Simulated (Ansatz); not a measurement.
# ClFH4HfO2Si: the cost of one run

Method: RKS PBE/def2-SVP, in Ansatz 0.2.0.

### Step 1. The system as given

Bond lengths: Hf1–Cl2 2.520 Å, Hf1–O3 2.070 Å, O3–H4 1.010 Å, Hf1–F5 1.979 Å, Hf1–O6 2.069 Å, Hf1–Si7 3.330 Å, O6–Si7 1.680 Å, Si7–H8 1.460 Å, Si7–H9 1.460 Å, Si7–H10 1.460 Å. Angles (14 of 22 angles, heavy atoms first): Cl2–Hf1–O3 109.4°, Cl2–Hf1–F5 109.5°, Cl2–Hf1–O6 109.5°, Cl2–Hf1–Si7 85.4°, O3–Hf1–F5 109.5°, O3–Hf1–O6 109.5°, O3–Hf1–Si7 123.5°, F5–Hf1–O6 109.5°, F5–Hf1–Si7 116.0°, O6–Hf1–Si7 24.4°, Hf1–O6–Si7 125.0°, Hf1–Si7–O6 30.6°, Hf1–O3–H4 109.5°, Hf1–Si7–H8 80.7°.

As a file:

```xyz
10

Hf    0.0000    0.0000    0.0000
Cl    0.0000    0.0000    2.5200
O     1.9520    0.0000   -0.6893
H     2.2684   -0.9521   -0.8060
F    -0.9326    1.6157   -0.6593
O    -0.9750   -1.6891   -0.6893
Si   -1.8567   -2.7511    0.2684
H    -1.4471   -2.6052    1.6622
H    -3.2801   -2.4505    0.1462
H    -1.6101   -4.1218   -0.1696
```

### Step 2. Relaxing the start

Input file input.yaml:

```yaml
crystal:
  periodic: [false, false, false]
  atoms:
    - { symbol: Hf, position_ang: [0.0, 0.0, 0.0] }
    - { symbol: Cl, position_ang: [0.0, 0.0, 2.52] }
    - { symbol: O, position_ang: [1.952, 0.0, -0.6893] }
    - { symbol: H, position_ang: [2.2684, -0.9521, -0.806] }
    - { symbol: F, position_ang: [-0.9326, 1.6157, -0.6593] }
    - { symbol: O, position_ang: [-0.975, -1.6891, -0.6893] }
    - { symbol: Si, position_ang: [-1.8567, -2.7511, 0.2684] }
    - { symbol: H, position_ang: [-1.4471, -2.6052, 1.6622] }
    - { symbol: H, position_ang: [-3.2801, -2.4505, 0.1462] }
    - { symbol: H, position_ang: [-1.6101, -4.1218, -0.1696] }
basis:
  gaussian: { orbitals: def2-SVP }
hamiltonian:
  xc: pbe
relax:
  f_tol: 0.02
  max_steps: 40
output:
  orbitals: {}
```

Started as:

```
$ ansatz run input.yaml --threads 4 --pin off --max-ram 5120MiB --backend cpu --events-out ev --progress --plain --runs-dir out
```

Q: Estimate wall time and peak memory on 4 threads of Arm Neoverse V2, shared host.

About 26 s, with a peak of 0.2 GiB.
